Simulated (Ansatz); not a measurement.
# C₂H₈AlNO: how energies converge with the basis set

One table from this session's results is given with a row withheld; the runs are named, their logs left out.

Computed with Ansatz 0.2.0, Gaussian basis. Level: one geometry, several basis sets.

Plan: PBE0-D4/def2-SVP; ωB97M-V/def2-SVP; PBE0-D4/def2-QZVPP; ωB97M-V/def2-QZVPP; the functionals' def2-TZVPP values are taken from earlier runs.

## The geometry

The geometry comes from an earlier relaxation with PBE0-D4 in a triple-zeta def2 set; it is a stationary point, not always the lowest conformer.

13 atoms, charge 0, spin multiplicity 1.

Atoms are counted from 1 here; the program's logs count them from 0.

Bond lengths: C1–C2 1.474 Å, C1–H6 1.094 Å, C1–H7 1.096 Å, C1–H8 1.094 Å, C2–N3 1.291 Å, C2–Al5 2.086 Å, N3–H9 1.017 Å, N3–H10 1.016 Å, O4–Al5 1.734 Å, O4–H11 0.955 Å, Al5–H12 1.634 Å, Al5–H13 1.604 Å. Angles: C2–C1–H6 107.9°, C2–C1–H7 115.1°, C2–C1–H8 108.4°, H6–C1–H7 110.0°, H6–C1–H8 105.2°, H7–C1–H8 109.8°, C1–C2–N3 117.8°, C1–C2–Al5 127.7°, N3–C2–Al5 114.6°, C2–N3–H9 117.8°, C2–N3–H10 123.9°, H9–N3–H10 118.3°, Al5–O4–H11 120.5°, C2–Al5–O4 105.2°, C2–Al5–H12 94.9°, C2–Al5–H13 103.6°, O4–Al5–H12 116.4°, O4–Al5–H13 115.4° and more.

The first run:

Contents of in.yaml:

```yaml
crystal:
  periodic: [false, false, false]
  atoms:
    - {symbol: C, position_ang: [-1.702143, -0.190797, -0.148777]}
    - {symbol: C, position_ang: [-0.288761, -0.344657, 0.240918]}
    - {symbol: N, position_ang: [0.081047, -1.481859, 0.727658]}
    - {symbol: O, position_ang: [1.244529, 1.575746, -1.552397]}
    - {symbol: Al, position_ang: [1.231680, 1.077301, 0.108379]}
    - {symbol: H, position_ang: [-1.730750, 0.121895, -1.197177]}
    - {symbol: H, position_ang: [-2.323275, -1.082439, -0.007071]}
    - {symbol: H, position_ang: [-2.125501, 0.647955, 0.412073]}
    - {symbol: H, position_ang: [1.059893, -1.593241, 0.980660]}
    - {symbol: H, position_ang: [-0.545708, -2.268759, 0.870077]}
    - {symbol: H, position_ang: [1.910459, 1.246096, -2.151882]}
    - {symbol: H, position_ang: [2.420450, 0.055184, 0.570325]}
    - {symbol: H, position_ang: [0.788380, 2.202771, 1.161917]}
basis:
  gaussian: {orbitals: def2-SVP}
hamiltonian: {xc: pbe0, dispersion: d4}
output: {orbitals: {seedname: orbitals}}
```

Command:

```
> ansatz run in.yaml --threads 4 --pin off --events-out ev --progress --plain --max-ram 10444MiB
```

Steps of the session up to this table: PBE0-D4 in def2-SVP; ωB97M-V in def2-SVP; PBE0-D4 in def2-QZVPP; ωB97M-V in def2-QZVPP.

One of the session's tables, all rows but one given; the rest of the session is left out.

It belongs to the step «Density functionals: the series». 

```
functional       basis  HOMO (eV)
   PBE0-D4    def2-SVP      -6.74
   PBE0-D4  def2-TZVPP      -6.92
   PBE0-D4  def2-QZVPP      -6.95
   ωB97M-V    def2-SVP      -8.94
   ωB97M-V  def2-TZVPP      -9.17
   ωB97M-V  def2-QZVPP          ?
```

**Question.** Estimate the row for ωB97M-V, def2-QZVPP.

The run gave: HOMO (eV): -9.21. In the column «HOMO (eV)» it is the lowest.
